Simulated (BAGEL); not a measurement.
**AlSiH3Cl2 (SMILES [SiH3][Al]([Cl])[Cl]) at HF/6-31G(d) (density fitting with qzvpp-jkfit, spherical functions)**

Aim: the electronic atomisation energy of AlSiH3Cl2 at HF/6-31G* (density fitting with qzvpp-jkfit, spherical functions), from 5 runs. 

The results are computed with BAGEL 1.2.2.

12 further runs of the same task are left out: 12 set aside as unsound or not needed.

## 1. Starting point

The species is AlSiH3Cl2 (7 atoms), meant as a singlet with charge 0. As SMILES, `[SiH3][Al]([Cl])[Cl]`. Geometry: relaxed at PBE0-D4/def2-TZVP.

Bond lengths: Si1–Al2 2.433 Å, Al2–Cl3 2.091 Å, Al2–Cl4 2.091 Å, Si1–H5 1.486 Å, Si1–H6 1.488 Å, Si1–H7 1.488 Å. Angles: Si1–Al2–Cl3 120.8°, Si1–Al2–Cl4 122.3°, Cl3–Al2–Cl4 117.0°, Al2–Si1–H5 111.1°, Al2–Si1–H6 109.7°, Al2–Si1–H7 109.5°, H5–Si1–H6 109.1°, H5–Si1–H7 109.0°, H6–Si1–H7 108.3°.

## 2. The energy at HF/6-31G(d) (density fitting with qzvpp-jkfit, spherical functions)

hf.json reads:

```json
{ "bagel" : [

{
  "title" : "molecule",
  "basis" : "6-31gs.json",
  "df_basis" : "qzvpp-jkfit",
  "angstrom" : true,
  "geometry" : [
    { "atom" : "Si", "xyz" : [   -0.434800,    0.999700,   -0.278300 ] },
    { "atom" : "Al", "xyz" : [    0.497800,   -1.172400,    0.296300 ] },
    { "atom" : "Cl", "xyz" : [    2.290200,   -1.318600,    1.363300 ] },
    { "atom" : "Cl", "xyz" : [   -0.432100,   -2.964700,   -0.245300 ] },
    { "atom" : "H", "xyz" : [   -1.709600,    0.853800,   -1.028500 ] },
    { "atom" : "H", "xyz" : [   -0.687900,    1.781100,    0.962600 ] },
    { "atom" : "H", "xyz" : [    0.537600,    1.753200,   -1.115800 ] }
  ]
},
{ "title" : "hf", "charge" : 0 },
{ "title" : "print", "file" : "orbitals.molden", "orbitals" : true }

]}
```

The basis set 6-31G* is read from a file made from the Basis Set Exchange's data (not shown).

The run is started by

```console
$ BAGEL_NUM_THREADS=1 BAGEL hf.json > hf.out
```

Output:

```text
* using 1 threads per process

  ===============================================================
  ===============================================================

  *** Geometry ***

  { "atom" : "Si", "xyz" : [     -0.821653,      1.889159,     -0.525911 ] },
  { "atom" : "Al", "xyz" : [      0.940706,     -2.215515,      0.559926 ] },
  { "atom" : "Cl", "xyz" : [      4.327851,     -2.491793,      2.576264 ] },
  { "atom" : "Cl", "xyz" : [     -0.816551,     -5.602471,     -0.463550 ] },
  { "atom" : "H", "xyz" : [     -3.230676,      1.613448,     -1.943583 ] },
  { "atom" : "H", "xyz" : [     -1.299943,      3.365791,      1.819050 ] },
  { "atom" : "H", "xyz" : [      1.015917,      3.313068,     -2.108556 ] },

  Number of auxiliary basis functions:      566

  Since a DF basis is specified, we compute 2- and 3-index integrals:
    o Being stored without compression. Storage requirement is 0.028 GB

  Number of basis functions:       78
  Number of electrons      :       64

    * METHOD: MOLECULE                             0.35

  *** RHF ***

  === Nuclear Repulsion ===
   291.8338796347

      * DIIS with orbital gradients will be used.

  === RHF iteration (6-31gs.json) ===
      0      -1451.58467125          0.00855929           0.11
      1      -1451.66272699          0.00310413           0.10
      2      -1451.67250899          0.00093967           0.11
      3      -1451.67355167          0.00014591           0.12
      4      -1451.67357562          0.00003946           0.12
      5      -1451.67357778          0.00000748           0.13
      6      -1451.67357788          0.00000210           0.12
      7      -1451.67357789          0.00000048           0.11
      8      -1451.67357789          0.00000014           0.11
      9      -1451.67357789          0.00000004           0.11
     10      -1451.67357789          0.00000001           0.10
     11      -1451.67357789          0.00000000           0.10
    * SCF iteration converged.

    * Permanent dipole moment:
           (    0.306020,    -0.658500,     0.183704) a.u.

    * METHOD: HF                                   1.62

    * METHOD: PRINT                                0.02

  ===============================================================
```

Wall time 3.6 s (1 thread of AMD EPYC 7R13 (Zen 3), shared host); peak memory 0.14 GiB.

## 3. The Al atom

input.json reads:

```json
{ "bagel" : [

{
  "title" : "molecule",
  "basis" : "6-31gs.json",
  "df_basis" : "qzvpp-jkfit",
  "angstrom" : true,
  "geometry" : [
    { "atom" : "Al", "xyz" : [       0.000000,       0.000000,       0.000000 ] }
  ]
},

{
  "title" : "uhf",
  "nopen" : 1
},

{
  "title" : "print",
  "file" : "orbitals.molden",
  "orbitals" : true
}

]}
```

The basis set 6-31G* is read from a file made from the Basis Set Exchange's data (not shown).

The run is started by

```console
$ BAGEL_NUM_THREADS=1 BAGEL input.json > input.out
```

Output:

```text
* using 1 threads per process

  ===============================================================
  ===============================================================

  *** Geometry ***

  { "atom" : "Al", "xyz" : [      0.000000,      0.000000,      0.000000 ] },

  Number of auxiliary basis functions:      128

  Since a DF basis is specified, we compute 2- and 3-index integrals:
    o Being stored without compression. Storage requirement is 0.000 GB

  Number of basis functions:       18
  Number of electrons      :       13

    * METHOD: MOLECULE                             0.02

  *** Open-shell HF ***

  === Nuclear Repulsion ===
     0.0000000000

      * DIIS with orbital gradients will be used.

  === UHF iteration (6-31gs.json) ===
      0       -241.84747706          0.00516357           0.00
      1       -241.85416770          0.00240385           0.00
      2       -241.85579338          0.00120358           0.00
      3       -241.85634398          0.00005284           0.00
      4       -241.85634994          0.00001052           0.00
      5       -241.85635078          0.00000195           0.00
      6       -241.85635084          0.00000035           0.00
      7       -241.85635084          0.00000004           0.00
      8       -241.85635084          0.00000001           0.00
      9       -241.85635084          0.00000000           0.00
    * SCF iteration converged.

    * S^2 (UHF) is 0.7568

    * Permanent dipole moment:
           (    0.000000,    -0.000000,     0.000000) a.u.

    * METHOD: UHF                                  0.05

    * METHOD: PRINT                                0.00

  ===============================================================
```

Run time: 1.7 s. Hardware: 1 thread of AMD EPYC 7R13 (Zen 3), shared host; peak memory 0.08 GiB.

## 4. The Cl atom at the same level

hf.json reads:

```json
{ "bagel": [

{
  "title": "molecule",
  "basis": "6-31gs.json",
  "df_basis": "qzvpp-jkfit",
  "angstrom": true,
  "geometry": [
    { "atom": "Cl", "xyz": [       0.000000,       0.000000,       0.000000 ] }
  ]
},

{
  "title": "uhf",
  "nopen": 1
},

{
  "title": "print",
  "file": "orbitals.molden",
  "orbitals": true
}

]}
```

The basis set 6-31G* is read from a file made from the Basis Set Exchange's data (not shown).

Run the same way, it converges to -459.44651 Eh (log not shown).

## 5. The H atom

job.json reads:

```json
{ "bagel" : [

{
  "title" : "molecule",
  "basis" : "6-31gs.json",
  "df_basis" : "qzvpp-jkfit",
  "angstrom" : true,
  "geometry" : [
    { "atom" : "H", "xyz" : [       0.000000,       0.000000,       0.000000 ] }
  ]
},

{
  "title" : "uhf",
  "nopen" : 1
},

{
  "title" : "print",
  "file" : "orbitals.molden",
  "orbitals" : true
}

]}
```

The basis set 6-31G* is read from a file made from the Basis Set Exchange's data (not shown).

Run the same way, it converges to -0.49823 Eh (log not shown).

## 6. The Si atom at the same level

Edit job.json of step 5 so:

```diff
@@ -8,11 +8,9 @@
   "geometry" : [
-    { "atom" : "H", "xyz" : [       0.000000,       0.000000,       0.000000 ] }
+    { "atom" : "Si", "xyz" : [    0.000000,    0.000000,    0.000000 ] }
   ]
 },
-
 {
   "title" : "uhf",
-  "nopen" : 1
+  "nopen" : 2
 },
-
 {
```

The basis set 6-31G* is read from a file made from the Basis Set Exchange's data (not shown).

Run the same way, it converges to -288.83102 Eh (log not shown).

## 7. Summary of results

Level: HF/6-31G* (density fitting with qzvpp-jkfit, spherical functions).

| quantity | value |
| --- | --- |
| molecule: total energy | -1451.67358 Eh |
| molecule: dipole moment | 1.90 D |
| molecule: HOMO energy | -10.97 eV |
| molecule: LUMO energy | 0.97 eV |
| molecule: HOMO–LUMO gap | 11.94 eV |
| Al atom: total energy | -241.85635 Eh |
| Al atom: dipole moment | 0.00 D |
| Al atom: ⟨S²⟩ | 0.757 |
| Cl atom: total energy | -459.44651 Eh |
| Cl atom: dipole moment | 0.00 D |
| Cl atom: ⟨S²⟩ | 0.755 |
| H atom: total energy | -0.49823 Eh |
| H atom: dipole moment | 0.00 D |
| H atom: ⟨S²⟩ | 0.750 |
| Si atom: total energy | -288.83102 Eh |
| Si atom: dipole moment | 0.00 D |
| Si atom: ⟨S²⟩ | 2.006 |
| electronic atomisation energy | 16.286 eV |

Taking the molecule apart into free atoms costs 16.29 eV (376 kcal/mol), before zero-point energy and without spin-orbit coupling. Hartree–Fock lacks the correlation of the bonding pairs, which as a rule makes this value much too low; in minimal bases other errors can mask that.
